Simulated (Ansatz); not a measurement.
# BrHInO radical: one species, many methods

How much do the methods differ for BrHInO radical? The plan is to run it at one geometry with functionals of several rungs and with coupled cluster, and see how far each lands from CCSD(T) at the basis-set limit for the atomisation energy.

Computed with Ansatz 0.2.0, Gaussian basis. Level: functionals in def2-TZVPP, the program's frozen cores in correlated methods.

The runs, in order: LDA (SPW92), PBE-D4, revPBE-D4, BLYP-D4, r2SCAN-D4, B97M-V, PBE0-D4, B3LYP-D4, r2SCANh-D4, r2SCAN0-D4, HSE06-D4, BHLYP-D4, CAM-B3LYP-D4, LC-ωPBE, ωB97X-V, ωB97M-V, B2PLYP, PBE-QIDH; CCSD(T)/def2-SVP; CCSD(T)/def2-TZVPP; CCSD(T)/def2-QZVPP; extrapolation to the limit; RPA on PBE.

## (1) Structure used throughout

All runs share one geometry, relaxed beforehand with PBE0-D4 in a triple-zeta def2 set. In takes the def2 core potential; no spin-orbit term is included.

4 atoms, charge 0, spin multiplicity 2.

Atoms are counted from 1 here; the program's logs count them from 0.

Bond lengths: O1–In2 2.003 Å, O1–H4 0.962 Å, In2–Br3 2.503 Å. Angles: In2–O1–H4 113.3°, O1–In2–Br3 116.5°.

## (2) LDA

This LDA is Slater exchange with PW92 correlation.

File in.yaml:

```yaml
crystal:
  periodic: [false, false, false]
  atoms:
    - {symbol: O, position_ang: [-0.979024, -0.726876, 0.163022]}
    - {symbol: In, position_ang: [0.256757, 0.834307, -0.055280]}
    - {symbol: Br, position_ang: [2.672640, 0.301937, -0.433694]}
    - {symbol: H, position_ang: [-1.894873, -0.469568, 0.305652]}
basis:
  gaussian: {orbitals: def2-TZVPP}
magnetization: {spin_polarized: true, initial_magnetization: 1}
hamiltonian: {xc: lda}
output: {orbitals: {seedname: orbitals}}
```

Run with:

```sh
$ ansatz run in.yaml --threads 2 --pin off --events-out ev --progress --plain --max-ram 32768MiB --backend cpu
```

Further steps of the session: PBE-D4 (GGA); revPBE-D4 (GGA); BLYP-D4 (GGA); r2SCAN-D4 (meta-GGA); B97M-V (meta-GGA); B3LYP-D4 (hybrid); r2SCANh-D4 (hybrid); r2SCAN0-D4 (hybrid); HSE06-D4 (hybrid); BHLYP-D4 (hybrid); CAM-B3LYP-D4 (range-separated); LC-ωPBE (range-separated); ωB97X-V (range-separated); ωB97M-V (range-separated); B2PLYP (double hybrid); PBE-QIDH (double hybrid); CCSD(T) in def2-SVP; CCSD(T) in def2-TZVPP; CCSD(T) in def2-QZVPP; RPA on PBE orbitals.

**Question.** What will the summary of the whole plan be? Wanted: atomisation energy, CCSD(T)/CBS; farthest beyond LDA; mean size of error, GGA; mean size of error, meta-GGA; mean size of error, hybrid; mean size of error, range-separated; mean size of error, double hybrid; gap, smallest and largest; T1 diagnostic.

**Answer**, as computed:

| quantity | value |
| --- | --- |
| atomisation energy, CCSD(T)/CBS | 1043.0 kJ/mol |
| functionals within 10.4 kJ/mol (1.0 %) | r2SCAN-D4 |
| farthest beyond LDA | BHLYP-D4 (-87.1 kJ/mol) |
| mean size of error, GGA | 19.8 kJ/mol |
| mean size of error, meta-GGA | 10.4 kJ/mol |
| mean size of error, hybrid | 36.7 kJ/mol |
| mean size of error, range-separated | 22.5 kJ/mol |
| mean size of error, double hybrid | 34.8 kJ/mol |
| gap, smallest and largest | 0.61 eV (LDA (SPW92)), 7.30 eV (LC-ωPBE) |
| T1 diagnostic | 0.0176 |
| triples share of the correlation energy | 3.4 % |

**Reading.** LDA overbinds by 186.9 kJ/mol (18 %). PBE-D4 misses by +19.3 kJ/mol. Double hybrids carry the basis error of their MP2 part in triple zeta, and no dispersion term here, so their miss is partly the set-up's. By mean error the best rung here is meta-GGA (10.4 kJ/mol) and the worst beyond LDA is hybrid (36.7 kJ/mol). The mean of the hybrids holds BHLYP, with half exact exchange. The reference freezes the cores and leaves out spin-orbit coupling and excitations past (T), and its outer-core shells are covered unevenly, so misses under about 10.4 kJ/mol can't be ranked. All levels share the lack of spin-orbit coupling, which lowers the free heavy atoms and so the true binding. Hartree-Fock recovers 63 % of the binding; the rest is correlation. CCSD(T) in def2-SVP is off by -119.7 kJ/mol, which most functionals beat. The gap grows from 0.6 to 7.3 eV across the functionals, mostly with the share of exact exchange. Correlated methods include outer-core shells of Br, In, which these sets cover unevenly.
